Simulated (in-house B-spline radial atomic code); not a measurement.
# Ba⁴⁹⁺: excited configurations

How much energy does it take to promote electrons of Ba⁴⁹⁺ to other shells? Each configuration is solved by itself and compared with the reference.

The numbers are computed with in-house B-spline radial atomic code version 1 (Dirac-Hartree-Fock, average of configuration, Fermi nucleus, basis-set limit), except any that are marked as measured or tabulated.

**1. Starting point**

* element: barium (Z = 56)
* charge: +49
* electrons: 7
* configuration: [He] 2s2 2p3
* Hamiltonian: Dirac-Coulomb
* nucleus: Fermi, rms radius 4.838 fm

The outer shells:

[He] 2s2 2p3
```
[He] core
2s [↑↓]
2p [↑ ][↑ ][↑ ]
```

The boxes draw the filling by Hund's rule, which heavy ions in jj coupling don't follow; these runs average over all states of the configuration.

The run's settings:

```ini
Z = 56
electrons = 7.0
configuration = [He] 2s2 2p3
hamiltonian = dirac
method = hf
spin_polarised = False
nucleus = fermi
rms_radius = 4.8378
mass_number = 138
atomic_mass = 137.905247059
speed_of_light = 137.035999084
```

The reference is known from an earlier run: -5060.091586 hartree in all. Up to eight levels, counted from the top:

```csv
orbital,occupation,energy (eV),<r> (bohr)
1s1/2,2,-41903.4,0.02549
2s1/2,2,-9715.10,0.1052
2p1/2,1,-9507.87,0.08790
2p3/2,2,-9090.33,0.09329
```

**2. [He] 2s1 2p3 4d1**

The run's settings:

```ini
Z = 56
electrons = 7.0
configuration = [He] 2s1 2p3 4d1
hamiltonian = dirac
method = hf
spin_polarised = False
nucleus = fermi
rms_radius = 4.8378
mass_number = 138
atomic_mass = 137.905247059
speed_of_light = 137.035999084
```

**3. Configuration [He] 2s2 2p2 4f1**

Changes to the settings of step 2:

```diff
@@ -2,3 +2,3 @@
 electrons = 7.0
-configuration = [He] 2s1 2p3 4d1
+configuration = [He] 2s2 2p2 4f1
 hamiltonian = dirac
```

**4. Run with [He] 2s2 2p2 6d1**

Changes to the settings of step 3:

```diff
@@ -2,3 +2,3 @@
 electrons = 7.0
-configuration = [He] 2s2 2p2 4f1
+configuration = [He] 2s2 2p2 6d1
 hamiltonian = dirac
```

**5. Run with [He] 2s2 2p2 4d1**

Changes to the settings of step 4:

```diff
@@ -2,3 +2,3 @@
 electrons = 7.0
-configuration = [He] 2s2 2p2 6d1
+configuration = [He] 2s2 2p2 4d1
 hamiltonian = dirac
```

**6. Run with [He] 2s2 2p2 3d1**

Changes to the settings of step 5:

```diff
@@ -2,3 +2,3 @@
 electrons = 7.0
-configuration = [He] 2s2 2p2 4d1
+configuration = [He] 2s2 2p2 3d1
 hamiltonian = dirac
```

Before running: How far above the reference does each configuration lie (order and size, in eV)?

The runs gave:

| net move | configuration | energy above the reference (eV) | with Breit, QED, recoil (eV) | largest <r> (bohr) |
| --- | --- | --- | --- | --- |
| 2p → 3d | [He] 2s2 2p2 3d1 | 5377.92 | 5368.47 | 0.205 |
| 2p → 4d | [He] 2s2 2p2 4d1 | 7067.63 | 7057.75 | 0.413 |
| 2p → 4f | [He] 2s2 2p2 4f1 | 7092.93 | 7082.84 | 0.358 |
| 2s → 4d | [He] 2s1 2p3 4d1 | 7554.66 | 7539.66 | 0.413 |
| 2p → 6d | [He] 2s2 2p2 6d1 | 8271.46 | 8261.40 | 1.01 |

Quantum defects of the promoted electron, δ = n − ζ/√(−2ε) with ζ = 50 and ε its orbital energy in hartree:

| promotion | δ |
| --- | --- |
| 2p → 3d | 0.028 |
| 2p → 4d | 0.032 |
| 2p → 4f | 0.008 |
| 2s → 4d | 0.031 |
| 2p → 6d | 0.036 |

What this shows: At the bottom stands 2p → 3d (5377.92 eV), at the top 2p → 6d (8271.46 eV). Of those tabulated, the defect is largest for 6d (0.04) and least for 4f (0.01); at this charge much of the defect is relativistic. These are averages over configurations, without correlation, not spectroscopic levels.
